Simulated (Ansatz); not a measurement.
# Pt9Rh7: the cost of one run

Program: Ansatz 0.2.0. Level of theory: DFT PBE, scalar-relativistic, plane waves, PAW. These are calculated values, not measurements.

## Step 1: The starting structure

The cell holds 16 atoms (Pt9Rh7): a = 6.766 Å, b = 6.766 Å, c = 6.766 Å, α = 109.47°, β = 109.47°, γ = 109.47°.

The sites of an ideal fcc lattice, at a guessed lattice constant, take 9 Pt, 7 Rh (sublattices apart by semicolons), with a shake of 0.02 Å. Warren-Cowley parameters of the first shell (negative: unlike neighbours preferred): Pt-Rh -0.02. In a cell this small the draw can fall short of the order aimed at.

Coordinates:

```cif
data_structure
_symmetry_space_group_name_H-M 'P 1'
_symmetry_Int_Tables_number 1
_cell_length_a 6.7656
_cell_length_b 6.7656
_cell_length_c 6.7656
_cell_angle_alpha 109.471
_cell_angle_beta 109.471
_cell_angle_gamma 109.471
_cell_volume 238.40
loop_
_atom_site_label
_atom_site_type_symbol
_atom_site_fract_x
_atom_site_fract_y
_atom_site_fract_z
_atom_site_occupancy
Rh1 Rh 0.74937 0.49857 0.74853 1
Rh2 Rh 0.49709 0.73666 0.74960 1
Rh3 Rh 0.50419 0.25612 0.25581 1
Rh4 Rh 0.75280 0.75440 0.50502 1
Rh5 Rh 0.00095 0.99486 0.00334 1
Rh6 Rh 0.25247 0.50495 0.25345 1
Rh7 Rh 0.25217 0.74398 0.99618 1
Pt1 Pt 0.25023 0.99527 0.74569 1
Pt2 Pt 0.99749 0.25076 0.75045 1
Pt3 Pt 0.49856 0.99907 0.50232 1
Pt4 Pt 0.24948 0.24391 0.49885 1
Pt5 Pt 0.99623 0.50078 0.49589 1
Pt6 Pt 0.75542 0.99874 0.24953 1
Pt7 Pt 0.99882 0.74786 0.25014 1
Pt8 Pt 0.74781 0.24828 0.99947 1
Pt9 Pt 0.50089 0.49987 0.00302 1
```

## Step 2: Relaxing on a coarse mesh

A cheap relaxation: coarse mesh, no symmetry, loose thresholds.

input.yaml reads:

```yaml
crystal:
  lattice:
    - [-3.90614854, 3.90614854, -3.90614854]
    - [3.90614854, 3.90614854, 3.90614854]
    - [3.90614854, -3.90614854, -3.90614854]
  atoms:
    - { symbol: Rh, position: [0.7493692791, 0.4985662206, 0.7485344308] }
    - { symbol: Rh, position: [0.4970853329, 0.7366636815, 0.749604545] }
    - { symbol: Rh, position: [0.5041885331, 0.2561161078, 0.2558096103] }
    - { symbol: Rh, position: [0.7527957213, 0.7543975844, 0.5050182191] }
    - { symbol: Rh, position: [0.0009488746, 0.9948609294, 0.0033382925] }
    - { symbol: Rh, position: [0.2524725582, 0.5049507496, 0.2534516932] }
    - { symbol: Rh, position: [0.2521707983, 0.7439774739, 0.9961793752] }
    - { symbol: Pt, position: [0.2502252353, 0.9952700131, 0.7456865574] }
    - { symbol: Pt, position: [0.9974926808, 0.2507606154, 0.7504452759] }
    - { symbol: Pt, position: [0.4985589798, 0.9990711245, 0.5023229263] }
    - { symbol: Pt, position: [0.2494817943, 0.2439115849, 0.4988490119] }
    - { symbol: Pt, position: [0.9962289262, 0.5007773529, 0.4958867544] }
    - { symbol: Pt, position: [0.755415465, 0.9987427839, 0.2495285083] }
    - { symbol: Pt, position: [0.9988225351, 0.7478555839, 0.2501446731] }
    - { symbol: Pt, position: [0.7478053347, 0.2482786484, 0.9994659413] }
    - { symbol: Pt, position: [0.500890697, 0.4998709122, 0.0030242173] }
  symmetry: { detect: false }
basis:
  ecutwfc: 420
kpoints:
  mp_grid: { grid: [3, 3, 3], shift: [0.0, 0.0, 0.0] }
hamiltonian:
  xc: pbe
scf:
  occupations: { method: gaussian, width: 0.1 }
  lower_state_search: "off"
output:
  forces: true
  stress: true
  eigenvalues: true
relax:
  adjacent_minimum: "off"
  f_tol: 0.04
  max_steps: 50
  cell: { stress_tol: 0.3 }
```

Command:

```bash
$ ansatz run input.yaml --threads 4 --pin off --max-ram 9216MiB --backend cpu --events-out ev --progress --plain --runs-dir out
```

**Question.** How long does this run take on 4 threads of AMD EPYC 9R45 (Zen 5), shared host, and how much memory does it need?

About 27 s, with a peak of 1.4 GiB.
